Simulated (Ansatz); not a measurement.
# ClH7O2Si3: the cost of one run

Method: RKS PBE0/STO-3G, in Ansatz 0.2.0.

### 1 Starting point

Bond lengths: Si1–Cl2 2.130 Å, Si1–H3 1.460 Å, Si1–O4 1.679 Å, O4–Si5 1.680 Å, Si5–H6 1.460 Å, Si5–H7 1.460 Å, Si5–H8 1.460 Å, Si1–O9 1.679 Å, O9–Si10 1.680 Å, Si10–H11 1.460 Å, Si10–H12 1.460 Å, Si10–H13 1.460 Å. Angles (14 of 20 angles, heavy atoms first): Cl2–Si1–O4 109.5°, Cl2–Si1–O9 109.5°, O4–Si1–O9 109.5°, Si1–O4–Si5 125.0°, Si1–O9–Si10 125.0°, Cl2–Si1–H3 109.5°, H3–Si1–O4 109.5°, H3–Si1–O9 109.5°, O4–Si5–H6 109.5°, O4–Si5–H7 109.5°, O4–Si5–H8 109.5°, O9–Si10–H11 109.5°, O9–Si10–H12 109.5°, O9–Si10–H13 109.5°.

Structure file:

```xyz
13

Si    0.0000    0.0000    0.0000
Cl    0.0000    0.0000    2.1300
H     1.3768    0.0000   -0.4862
O    -0.7913    1.3709   -0.5594
Si   -2.4002    1.4263   -1.0396
H    -3.2124    0.6421   -0.1138
H    -2.8620    2.8114   -1.0378
H    -2.5267    0.8736   -2.3850
O    -0.7913   -1.3709   -0.5594
Si   -1.6730   -2.4329    0.3983
H    -1.2634   -2.2870    1.7920
H    -3.0964   -2.1323    0.2761
H    -1.4264   -3.8036   -0.0398
```

### 2 Preparing the start

Input file input.yaml:

```yaml
crystal:
  periodic: [false, false, false]
  atoms:
    - { symbol: Si, position_ang: [0.0, 0.0, 0.0] }
    - { symbol: Cl, position_ang: [0.0, 0.0, 2.13] }
    - { symbol: H, position_ang: [1.3768, 0.0, -0.4862] }
    - { symbol: O, position_ang: [-0.7913, 1.3709, -0.5594] }
    - { symbol: Si, position_ang: [-2.4002, 1.4263, -1.0396] }
    - { symbol: H, position_ang: [-3.2124, 0.6421, -0.1138] }
    - { symbol: H, position_ang: [-2.862, 2.8114, -1.0378] }
    - { symbol: H, position_ang: [-2.5267, 0.8736, -2.385] }
    - { symbol: O, position_ang: [-0.7913, -1.3709, -0.5594] }
    - { symbol: Si, position_ang: [-1.673, -2.4329, 0.3983] }
    - { symbol: H, position_ang: [-1.2634, -2.287, 1.792] }
    - { symbol: H, position_ang: [-3.0964, -2.1323, 0.2761] }
    - { symbol: H, position_ang: [-1.4264, -3.8036, -0.0398] }
basis:
  gaussian: { orbitals: STO-3G }
hamiltonian:
  xc: pbe0
relax:
  f_tol: 0.02
  max_steps: 40
```

Launch:

```bash
> ansatz run input.yaml --threads 1 --pin off --max-ram 2048MiB --backend cpu --events-out ev --progress --plain --runs-dir out
```

**Question.** How long does this run take on 1 thread of Arm Neoverse N1, shared host, and how much memory does it need?

About 3.3 min, with a peak of 0.15 GiB.
